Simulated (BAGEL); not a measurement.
# BPNH4F (SMILES NB(F)P) at HF/3-21G (density fitting with qzvpp-jkfit)

What is the vertical ionisation energy of BPNH4F at HF/3-21G (density fitting with qzvpp-jkfit)? 

Program for the calculation: BAGEL 1.2.2.

2 further runs of the same task are left out: 1 that didn't finish, 1 set aside as unsound or not needed.

**1. The system as given**

BPNH4F has 8 atoms, charge 0, and is taken as a singlet. As SMILES, `NB(F)P`. The shape is that of a GFN2-xTB optimisation. This is one conformer, not always the lowest.

Bond lengths: N1–B2 1.384 Å, B2–F3 1.337 Å, B2–P4 1.922 Å, N1–H5 1.007 Å, N1–H6 1.004 Å, P4–H7 1.383 Å, P4–H8 1.384 Å. Angles: N1–B2–F3 117.2°, N1–B2–P4 123.6°, F3–B2–P4 119.1°, B2–N1–H5 122.2°, B2–N1–H6 124.1°, B2–P4–H7 95.6°, B2–P4–H8 96.2°, H5–N1–H6 113.7°, H7–P4–H8 93.7°.

**2. A single-point energy at HF/3-21G (density fitting with qzvpp-jkfit)**

job.json

```json
{ "bagel": [

{
  "title": "molecule",
  "basis": "3-21g",
  "df_basis": "qzvpp-jkfit",
  "angstrom": true,
  "geometry": [
    { "atom": "N", "xyz": [      -0.096110,       1.294230,       0.302850 ] },
    { "atom": "B", "xyz": [       0.539620,       0.089190,       0.057030 ] },
    { "atom": "F", "xyz": [       1.831970,       0.138040,      -0.281020 ] },
    { "atom": "P", "xyz": [      -0.302770,      -1.623590,       0.280170 ] },
    { "atom": "H", "xyz": [       0.384560,       2.176350,       0.239070 ] },
    { "atom": "H", "xyz": [      -1.054820,       1.376360,       0.589990 ] },
    { "atom": "H", "xyz": [       0.204880,      -2.175180,      -0.882610 ] },
    { "atom": "H", "xyz": [      -1.507340,      -1.275400,      -0.305480 ] }
  ]
},

{
  "title": "hf"
},

{
  "title": "print",
  "file": "orbitals.molden",
  "orbitals": true
}

]}
```

Started as:

```sh
$ BAGEL_NUM_THREADS=1 BAGEL job.json > job.out
```

Standard output:

```text
* using 1 threads per process

  ===============================================================
  ===============================================================

  *** Geometry ***

  { "atom" : "N", "xyz" : [     -0.181622,      2.445740,      0.572304 ] },
  { "atom" : "B", "xyz" : [      1.019734,      0.168545,      0.107771 ] },
  { "atom" : "F", "xyz" : [      3.461922,      0.260858,     -0.531051 ] },
  { "atom" : "P", "xyz" : [     -0.572152,     -3.068140,      0.529445 ] },
  { "atom" : "H", "xyz" : [      0.726713,      4.112705,      0.451777 ] },
  { "atom" : "H", "xyz" : [     -1.993321,      2.600943,      1.114920 ] },
  { "atom" : "H", "xyz" : [      0.387167,     -4.110494,     -1.667891 ] },
  { "atom" : "H", "xyz" : [     -2.848460,     -2.410157,     -0.577274 ] },

  Number of auxiliary basis functions:      429

  Since a DF basis is specified, we compute 2- and 3-index integrals:
    o Being stored without compression. Storage requirement is 0.008 GB

  Number of basis functions:       48
  Number of electrons      :       40

    * METHOD: MOLECULE                             0.11

  *** RHF ***

  === Nuclear Repulsion ===
   148.2580334470

      * DIIS with orbital gradients will be used.

  === RHF iteration (3-21g) ===
      0       -518.88198539          0.02791467           0.02
      1       -518.99176036          0.01408553           0.02
      2       -519.02011979          0.00145401           0.02
      3       -519.02091789          0.00031128           0.02
      4       -519.02095149          0.00011475           0.02
      5       -519.02095630          0.00002200           0.02
      6       -519.02095666          0.00000636           0.02
      7       -519.02095668          0.00000152           0.02
      8       -519.02095668          0.00000045           0.02
      9       -519.02095668          0.00000023           0.02
     10       -519.02095668          0.00000006           0.02
     11       -519.02095668          0.00000002           0.02
     12       -519.02095668          0.00000001           0.02
    * SCF iteration converged.

    * Permanent dipole moment:
           (    0.703828,    -0.997799,     0.168496) a.u.

    * METHOD: HF                                   0.35

    * METHOD: PRINT                                0.00

  ===============================================================
```

It took 0.62 s on 1 thread of Arm Neoverse V2, shared host.

**3. The doublet cation, same level**

input.json

```json
{ "bagel" : [

{
  "title" : "molecule",
  "basis" : "3-21g",
  "df_basis" : "qzvpp-jkfit",
  "angstrom" : true,
  "geometry" : [
    { "atom" : "N", "xyz" : [      -0.096110,       1.294230,       0.302850 ] },
    { "atom" : "B", "xyz" : [       0.539620,       0.089190,       0.057030 ] },
    { "atom" : "F", "xyz" : [       1.831970,       0.138040,      -0.281020 ] },
    { "atom" : "P", "xyz" : [      -0.302770,      -1.623590,       0.280170 ] },
    { "atom" : "H", "xyz" : [       0.384560,       2.176350,       0.239070 ] },
    { "atom" : "H", "xyz" : [      -1.054820,       1.376360,       0.589990 ] },
    { "atom" : "H", "xyz" : [       0.204880,      -2.175180,      -0.882610 ] },
    { "atom" : "H", "xyz" : [      -1.507340,      -1.275400,      -0.305480 ] }
  ]
},

{
  "title" : "uhf",
  "charge" : 1,
  "nopen" : 1
},

{
  "title" : "print",
  "file" : "orbitals.molden",
  "orbitals" : true
}

]}
```

Started as:

```sh
$ BAGEL_NUM_THREADS=1 BAGEL input.json > input.out
```

Standard output:

```text
* using 1 threads per process

  ===============================================================
  ===============================================================

  *** Geometry ***

  { "atom" : "N", "xyz" : [     -0.181622,      2.445740,      0.572304 ] },
  { "atom" : "B", "xyz" : [      1.019734,      0.168545,      0.107771 ] },
  { "atom" : "F", "xyz" : [      3.461922,      0.260858,     -0.531051 ] },
  { "atom" : "P", "xyz" : [     -0.572152,     -3.068140,      0.529445 ] },
  { "atom" : "H", "xyz" : [      0.726713,      4.112705,      0.451777 ] },
  { "atom" : "H", "xyz" : [     -1.993321,      2.600943,      1.114920 ] },
  { "atom" : "H", "xyz" : [      0.387167,     -4.110494,     -1.667891 ] },
  { "atom" : "H", "xyz" : [     -2.848460,     -2.410157,     -0.577274 ] },

  Number of auxiliary basis functions:      429

  Since a DF basis is specified, we compute 2- and 3-index integrals:
    o Being stored without compression. Storage requirement is 0.008 GB

  Number of basis functions:       48
  Number of electrons      :       40

    * METHOD: MOLECULE                             0.11

  *** Open-shell HF ***

  === Nuclear Repulsion ===
   148.2580334470

      * DIIS with orbital gradients will be used.

  === UHF iteration (3-21g) ===
      0       -518.52535610          0.05680763           0.04
      1       -518.65410190          0.03194040           0.04
      2       -518.68222450          0.01853296           0.04
      3       -518.69454434          0.00121344           0.04
      4       -518.69501021          0.00048199           0.04
      5       -518.69511123          0.00027810           0.04
      6       -518.69516906          0.00014114           0.04
      7       -518.69519248          0.00007124           0.04
      8       -518.69519877          0.00003062           0.04
      9       -518.69519973          0.00000916           0.04
     10       -518.69519977          0.00000477           0.04
     11       -518.69519979          0.00000270           0.04
     12       -518.69519981          0.00000114           0.04
     13       -518.69519981          0.00000060           0.04
     14       -518.69519981          0.00000029           0.04
     15       -518.69519981          0.00000014           0.04
     16       -518.69519981          0.00000008           0.04
     17       -518.69519981          0.00000006           0.04
     18       -518.69519981          0.00000004           0.04
     19       -518.69519981          0.00000002           0.04
     20       -518.69519981          0.00000001           0.04
     21       -518.69519981          0.00000001           0.04
    * SCF iteration converged.

    * S^2 (UHF) is 0.7583

    * Permanent dipole moment:
           (    1.745414,     0.912937,    -0.342859) a.u.

    * METHOD: UHF                                  0.98

    * METHOD: PRINT                                0.00

  ===============================================================
```

It took 1.2 s on 1 thread of Arm Neoverse V2, shared host.

**4. Outcome**

At HF/3-21G (density fitting with qzvpp-jkfit):

| quantity | value |
| --- | --- |
| singlet BPNH4F: total energy | -519.02096 Eh |
| singlet BPNH4F: dipole moment | 3.13 D |
| singlet BPNH4F: HOMO energy | -9.90 eV |
| singlet BPNH4F: LUMO energy | 4.92 eV |
| singlet BPNH4F: HOMO–LUMO gap | 14.82 eV |
| doublet cation: total energy | -518.69520 Eh |
| doublet cation: ⟨S²⟩ | 0.758 |
| vertical ionisation energy (to the doublet cation) | 8.864 eV |

The vertical ionisation energy comes to 8.86 eV (204 kcal/mol). The negative HOMO energy of the first species, 9.90 eV, lies 1.03 eV above that difference.
